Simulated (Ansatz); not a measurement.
**CH6BFGeS: basis-set convergence**

One table from this session's results is given with a row withheld; the runs are named, their logs left out.

Method: one geometry, several basis sets; program: Ansatz 0.2.0, Gaussian basis.

The runs, in order: PBE0-D4/def2-SVP; ωB97M-V/def2-SVP; PBE0-D4/def2-QZVPP; ωB97M-V/def2-QZVPP; the functionals' def2-TZVPP values are taken from earlier runs.

## The relaxed structure

An earlier PBE0-D4 in a triple-zeta def2 set relaxation fixed the geometry.

11 atoms, charge 0, spin multiplicity 1.

Atoms are counted from 1 here; the program's logs count them from 0.

Bond lengths: C1–S2 1.807 Å, C1–H6 1.089 Å, C1–H7 1.090 Å, C1–H8 1.089 Å, S2–Ge3 2.373 Å, S2–B4 2.014 Å, Ge3–B4 2.095 Å, Ge3–H9 1.543 Å, Ge3–H10 1.542 Å, B4–F5 1.351 Å, B4–H11 1.199 Å. Angles: S2–C1–H6 110.4°, S2–C1–H7 108.1°, S2–C1–H8 108.9°, H6–C1–H7 109.4°, H6–C1–H8 109.9°, H7–C1–H8 110.1°, C1–S2–Ge3 101.9°, C1–S2–B4 101.0°, Ge3–S2–B4 56.3°, S2–Ge3–B4 53.1°, S2–Ge3–H9 101.6°, S2–Ge3–H10 102.0°, B4–Ge3–H9 123.8°, B4–Ge3–H10 124.9°, H9–Ge3–H10 107.8°, S2–B4–Ge3 70.5°, S2–B4–F5 113.1°, S2–B4–H11 109.2° and more.

Set-up of the first run:

Contents of in.yaml:

```yaml
crystal:
  periodic: [false, false, false]
  atoms:
    - {symbol: C, position_ang: [-1.008713, 0.839957, 1.017379]}
    - {symbol: S, position_ang: [0.388768, 1.084631, -0.101301]}
    - {symbol: Ge, position_ang: [1.370223, -1.075555, -0.134851]}
    - {symbol: B, position_ang: [-0.003293, -0.298138, -1.512163]}
    - {symbol: F, position_ang: [0.452797, 0.047847, -2.736071]}
    - {symbol: H, position_ang: [-1.411931, -0.165526, 0.907132]}
    - {symbol: H, position_ang: [-1.778054, 1.568782, 0.763400]}
    - {symbol: H, position_ang: [-0.671696, 0.994012, 2.041385]}
    - {symbol: H, position_ang: [0.979076, -1.616122, 1.256285]}
    - {symbol: H, position_ang: [2.875445, -0.743921, -0.106009]}
    - {symbol: H, position_ang: [-1.127224, -0.692967, -1.374686]}
basis:
  gaussian: {orbitals: def2-SVP}
hamiltonian: {xc: pbe0, dispersion: d4}
output: {orbitals: {seedname: orbitals}}
```

Started as:

```console
$ ansatz run in.yaml --threads 4 --pin off --events-out ev --progress --plain --max-ram 10444MiB
```

Among the steps run: PBE0-D4 in def2-SVP; ωB97M-V in def2-SVP; PBE0-D4 in def2-QZVPP; ωB97M-V in def2-QZVPP.

One table of the session follows, with a row left open; its other results are not shown here.

It belongs to the step «Density functionals: the series». 

```
functional       basis  HOMO (eV)
   PBE0-D4    def2-SVP      -6.86
   PBE0-D4  def2-TZVPP      -6.88
   PBE0-D4  def2-QZVPP      -6.91
   ωB97M-V    def2-SVP      -8.86
   ωB97M-V  def2-TZVPP      -8.91
   ωB97M-V  def2-QZVPP          ?
```

**Question.** Estimate the row for ωB97M-V, def2-QZVPP.

The run gave: HOMO (eV): -8.93. In the column «HOMO (eV)» it is the lowest.
